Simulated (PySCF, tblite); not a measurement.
# C₅H₆BBrCl₂: geometry, infrared bands and NMR shifts

What infrared bands and NMR shifts should C₅H₆BBrCl₂ (`ClCCCC#CB(Cl)Br`) show?

The runs use tblite 0.8.0 and PySCF 2.14.0, with density-fitted response routines of our own; the level of theory stands in each step. All values are computed, except where a source is named. Atoms count from 0, in the outputs and in this text.

### 1 The molecule as given

15 atoms, charge 0, multiplicity 1; geometry from: force field or distance geometry start.

Bonds of the start (Å): Cl0–C1 1.76, C1–C2 1.53, C2–C3 1.51, C3–C4 1.47, C4–C5 1.21, C5–B6 1.54, B6–Cl7 1.84, B6–Br8 2.00, C1–H9 1.09, C1–H10 1.12, C2–H11 1.13, C2–H12 1.10, C3–H13 1.09, C3–H14 1.11.

### 2 Relaxing the molecule with GFN2-xTB

Job settings and geometry (Å):

```
{"job": {"kind": "relax", "xc": "GFN2-xTB", "basis": "xTB"}, "charge": 0, "multiplicity": 1}
Cl    -3.177400     0.302100     1.451100
C     -2.551100    -0.722100     0.162000
C     -1.017500    -0.766700     0.148400
C     -0.490500     0.623700    -0.085400
C      0.975300     0.586200    -0.095900
C      2.185100     0.556200    -0.115300
B      3.727800     0.530700    -0.105400
Cl     4.567100    -0.771700    -1.102600
Br     4.767500     2.224400     0.128100
H     -2.939000    -0.452900    -0.822500
H     -2.888900    -1.773900     0.373300
H     -0.797200    -1.396000    -0.760000
H     -0.697700    -1.256300     1.078300
H     -0.911900     0.975600    -1.031500
H     -0.756000     1.348700     0.711600
```

Started as:

```bash
$ OMP_NUM_THREADS=1 python probes_run.py task.json out
```

The driver reads the jobs from task.json and runs them one after another.

**Question.** This job is followed by: GFN2-xTB harmonic vibrations, gas phase; GIAO PBE0/pcSseg-1 NMR shielding, non-relativistic, gas phase. Predict these results of the whole session: strongest single infrared mode (GFN2-xTB); zero-point energy (GFN2-xTB); ¹³C shifts against TMS (PBE0/pcSseg-1); ¹H shifts against TMS (PBE0/pcSseg-1, means over atoms taken as alike); ³⁵Cl shifts against HCl (PBE0/pcSseg-1); ¹¹B shifts against BF3·OEt2 (PBE0/pcSseg-1); ⁷⁹Br shifts against HBr (PBE0/pcSseg-1).

The runs gave:

| quantity | value |
| --- | --- |
| strongest single infrared mode (GFN2-xTB) | 2297 cm⁻¹, 524 km/mol |
| zero-point energy (GFN2-xTB) | 62.0 kcal/mol |
| ¹³C shifts against TMS (PBE0/pcSseg-1) | 133.2, 94.4, 51.4, 36.7, 20.8 ppm |
| ¹H shifts against TMS (PBE0/pcSseg-1, means over atoms taken as alike) | 3.64, 2.81, 1.97 ppm |
| ³⁵Cl shifts against HCl (PBE0/pcSseg-1) | 307, 81 ppm |
| ¹¹B shifts against BF3·OEt2 (PBE0/pcSseg-1) | 46.9 ppm |
| ⁷⁹Br shifts against HBr (PBE0/pcSseg-1) | 569 ppm |

Relaxing lowered the energy by 0.611 eV in 135 steps; the close pair that moved most is B6–Cl7, from 1.843 to 1.725 Å. All 39 modes are real, so the xTB geometry is a minimum. The strongest single mode, at 2297 cm⁻¹, moves mainly C4 and C5. Unscaled tight-binding wavenumbers are off by several per cent, some by more. Its intensities can rank the bands wrongly. H9, H10 (mean) (hydrogen on an sp3 CH2 bonded to Cl) lies farthest downfield among hydrogen, at 3.64 ppm; its carbon carries Cl, hence the downfield position. At PBE0/pcSseg-1: The largest span, 1071 ppm, is at Br8, where the paramagnetic term is -1068 ppm. Spin-orbit coupling is left out, which matters for shieldings and couplings at and beside the heavy atoms.
